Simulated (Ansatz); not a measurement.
**MnF2 (P4_2/mnm): a single-point run**

Wanted: a converged single-point run for MnF2 (P4_2/mnm), and a check of what comes out. The structure is shown as the input types it.

Computed with Ansatz 0.2.0 (Kohn-Sham DFT, with the functional, basis and potentials that each input names, unless a step's input says otherwise).

## 1. The system as given

It takes space group P4_2/mnm (No. 136, tetragonal). Conventional cell: a = 4.870 Å, b = 4.870 Å, c = 3.292 Å, α = 90.00°, β = 90.00°, γ = 90.00°. Mn (site symmetry mmm) has 6 F at 2.09 to 2.13 Å in its first shell of neighbours. F (site symmetry m2m) has 3 Mn at 2.09 to 2.13 Å in its first shell of neighbours.

Structure file:

```
Mn F
1.0
     4.86957    0.00000    0.00000
     0.00000    4.86957    0.00000
     0.00000    0.00000    3.29179
Mn F
2 4
Direct
  0.00000 0.00000 0.00000
  0.50000 0.50000 0.50000
  0.30404 0.30404 0.00000
  0.19596 0.80404 0.50000
  0.69596 0.69596 0.00000
  0.80404 0.19596 0.50000
```

## 2. Running it

Input file input.yaml:

```yaml
crystal:
  lattice:
    - [4.8695677651, 1.8e-08, 0.0]
    - [1.8e-08, 4.8695677651, 0.0]
    - [0.0, 0.0, 3.2917947507]
  atoms:
    - { symbol: Mn, position: [0.0, 0.0, 0.0], spin: 5.0 }
    - { symbol: Mn, position: [0.5, 0.5, 0.5], spin: -5.0 }
    - { symbol: F, position: [0.3040368534, 0.3040368534, 0.0] }
    - { symbol: F, position: [0.195963146, 0.804036854, 0.5] }
    - { symbol: F, position: [0.6959631466, 0.6959631466, 0.0] }
    - { symbol: F, position: [0.804036854, 0.195963146, 0.5] }
basis:
  ecutwfc: 500
  ecutrho_ratio: 4
kpoints:
  mp_grid: { grid: [6, 6, 8] }
hamiltonian:
  xc: r2scan
  pseudopotentials: { kind: nc }
scf:
  occupations: { method: gaussian, width: 0.05 }
  max_iter: 60
output:
  forces: true
  stress: true
magnetization:
  spin_polarized: true
  spin_orbit: true
```

The run is started by

```sh
ansatz run input.yaml --threads 4 --pin off --max-ram 7168MiB --backend cpu --events-out ev --progress --plain --runs-dir out
```

**Question.** How will this run end, and is anything wrong with its input?

The run ended at the input check. The line that matters: «2 input errors — fix all and re-run 1. inconsistent input (magnetization.spin_orbit, magnetization.noncollinear): true requires noncollinear: true — spin–orbit coupling acts on 2-spinor wavefunctions; set both flags»

The suspect setting: magnetization.spin_orbit is true. Spin-orbit coupling was asked of a set-up that can't carry it.

Remedy: delete magnetization.spin_orbit (the default then holds).
